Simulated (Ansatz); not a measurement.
# CHBINO: one species, many methods

The task here is to estimate one member of a computed series from the others.

The runs use Ansatz 0.2.0, Gaussian basis; functionals in def2-TZVPP, the program's frozen cores in correlated methods.

The runs, in order: LDA (SPW92), PBE-D4, revPBE-D4, BLYP-D4, r2SCAN-D4, B97M-V, PBE0-D4, B3LYP-D4, r2SCANh-D4, r2SCAN0-D4, HSE06-D4, BHLYP-D4, CAM-B3LYP-D4, LC-ωPBE, ωB97X-V, ωB97M-V, B2PLYP, PBE-QIDH; CCSD(T)/def2-SVP; CCSD(T)/def2-TZVPP; MP2/def2-QZVPP; extrapolation to the limit; RPA on PBE.

1 further run of the same task is left out (for a known fault of the program).

## The geometry

All runs share one geometry, relaxed beforehand with PBE0-D4 in a triple-zeta def2 set. I takes the def2 core potential; no spin-orbit term is included.

6 atoms, charge 0, spin multiplicity 1.

Atoms are counted from 1 here; the program's logs count them from 0.

Bond lengths: I1–B2 2.083 Å, B2–N3 1.489 Å, B2–C4 1.756 Å, B2–O5 1.423 Å, N3–C4 1.274 Å, C4–O5 1.402 Å, C4–H6 1.091 Å. Angles: I1–B2–N3 135.4°, I1–B2–C4 179.2°, I1–B2–O5 128.2°, N3–B2–C4 45.3°, N3–B2–O5 96.3°, C4–B2–O5 51.0°, B2–N3–C4 78.5°, B2–C4–N3 56.2°, B2–C4–O5 52.1°, B2–C4–H6 171.2°, N3–C4–O5 108.2°, N3–C4–H6 132.7°, O5–C4–H6 119.1°, B2–O5–C4 76.9°.

Set-up of the first run:

in.yaml

```yaml
crystal:
  periodic: [false, false, false]
  atoms:
    - {symbol: I, position_ang: [-2.056606, -0.024962, -1.936483]}
    - {symbol: B, position_ang: [-0.559818, -0.019346, -0.487456]}
    - {symbol: N, position_ang: [-0.521120, -0.113241, 0.997756]}
    - {symbol: C, position_ang: [0.717614, -0.009299, 0.717949]}
    - {symbol: O, position_ang: [0.846378, 0.088713, -0.674376]}
    - {symbol: H, position_ang: [1.615751, 0.014134, 1.336510]}
basis:
  gaussian: {orbitals: def2-TZVPP}
hamiltonian: {xc: lda}
output: {orbitals: {seedname: orbitals}}
```

Run with:

```
$ ansatz run in.yaml --threads 2 --pin off --events-out ev --progress --plain --max-ram 4352MiB
```

Among the steps run: LDA; PBE-D4 (GGA); revPBE-D4 (GGA); BLYP-D4 (GGA); r2SCAN-D4 (meta-GGA); B97M-V (meta-GGA); PBE0-D4 (hybrid); B3LYP-D4 (hybrid); r2SCANh-D4 (hybrid); r2SCAN0-D4 (hybrid); HSE06-D4 (hybrid); BHLYP-D4 (hybrid); CAM-B3LYP-D4 (range-separated); LC-ωPBE (range-separated); ωB97X-V (range-separated); ωB97M-V (range-separated); B2PLYP (double hybrid); PBE-QIDH (double hybrid).

One of the session's tables, all rows but one given; the rest of the session is left out.

It belongs to the step «Frontier levels by functional». 

```
  functional  HOMO (eV)  LUMO (eV)  gap (eV)
 LDA (SPW92)      -7.13      -3.55      3.58
      PBE-D4      -6.94      -3.24      3.70
   revPBE-D4      -6.88      -3.13      3.75
     BLYP-D4      -6.79      -3.08      3.71
   r2SCAN-D4      -7.24      -3.00      4.25
      B97M-V      -7.24      -2.84      4.40
     PBE0-D4          ?          ?         ?
    B3LYP-D4      -7.90      -2.46      5.44
  r2SCANh-D4      -7.70      -2.64      5.06
  r2SCAN0-D4      -8.34      -2.10      6.24
    HSE06-D4      -7.76      -2.64      5.12
    BHLYP-D4      -9.13      -1.11      8.02
CAM-B3LYP-D4      -9.42      -1.11      8.31
     LC-ωPBE     -10.77       0.04     10.81
     ωB97X-V     -10.42       0.01     10.43
     ωB97M-V     -10.30      -0.11     10.19
```

**Question.** Estimate the row for PBE0-D4.

The run gave: HOMO (eV): -8.15; LUMO (eV): -2.25; gap (eV): 5.90. In the column «HOMO (eV)» it lies between r2SCAN0-D4 (-8.34) and B3LYP-D4 (-7.90).
